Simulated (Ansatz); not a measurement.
Working through the interaction energy of a dimer with the counterpoise correction of BClH2, SMILES BCl

Computed with the Ansatz DFT code, driven from Python.

Notebook, run cell by cell (the value of a cell's last expression is shown):

In [1]:
```python
from dataclasses import dataclass

import ansatz as az
```

In [2]:
```python
@dataclass(frozen=True)
class Options:
    basis: str = "def2-SVPD"
    xc: str = "PBE0"
    dispersion: str = "d4"
```

In [3]:
```python
opts = Options()

FIRST = [
    ("B", (-0.1179, 0.0073, -0.0544)),
    ("Cl", (1.4278, -0.3766, 0.7465)),
    ("H", (-1.1853, -0.5247, 0.2163)),
    ("H", (-0.1247, 0.8941, -0.9083)),
]
SECOND = [
    ("B", (1.8859, 0.8486, 3.3572)),
    ("Cl", (2.0079, 2.5419, 3.9013)),
    ("H", (2.7412, -0.0026, 3.5558)),
    ("H", (0.8574, 0.4975, 2.7787)),
]
```

In [4]:
```python
def energy(atoms, ghosts=()):
    molecule = az.Crystal.molecule()
    for symbol, xyz in atoms:
        molecule = molecule.atom(symbol, xyz)
    calc = (
        molecule.calculation()
        .basis(gaussian=opts.basis)
        .functional(opts.xc, dispersion=opts.dispersion)
        .accuracy("medium")
    )
    deck = calc.input()
    if ghosts:
        deck = deck.set(az.key.basis.gaussian.ghost_atoms, [{"symbol": s, "position_ang": list(xyz)} for s, xyz in ghosts])
    return az.Session.from_dict(deck).plan().execute().report["free_energy_ev"]
```

In [5]:
```python
both = energy(FIRST + SECOND)
alone = energy(FIRST) + energy(SECOND)
ghosted = energy(FIRST, SECOND) + energy(SECOND, FIRST)
print(f"dimer {both:.6f} eV")
print(f"interaction, uncorrected   {96.485332 * (both - alone):8.3f} kJ/mol")
print(f"interaction, counterpoise  {96.485332 * (both - ghosted):8.3f} kJ/mol")
print(f"basis-set superposition    {96.485332 * (alone - ghosted):8.3f} kJ/mol")
```
```text
dimer -26444.558645 eV
interaction, uncorrected     22.534 kJ/mol
interaction, counterpoise    25.752 kJ/mol
basis-set superposition       3.218 kJ/mol
```

Uncorrected it is 22.534 kJ/mol, with the counterpoise correction 25.752 kJ/mol; the difference, 3.218 kJ/mol, is the superposition error. In this basis both values are repulsive.

Reading the output:
- The settings weren't tested for convergence.
- The dimer is a generated trial pose of unrelaxed monomers, not a minimum, so the figure is no binding energy, and the basis set is small.
- The whole script took 9 s on 1 thread of Arm Neoverse V2, with other jobs on the host, peak memory 0.28 GiB.
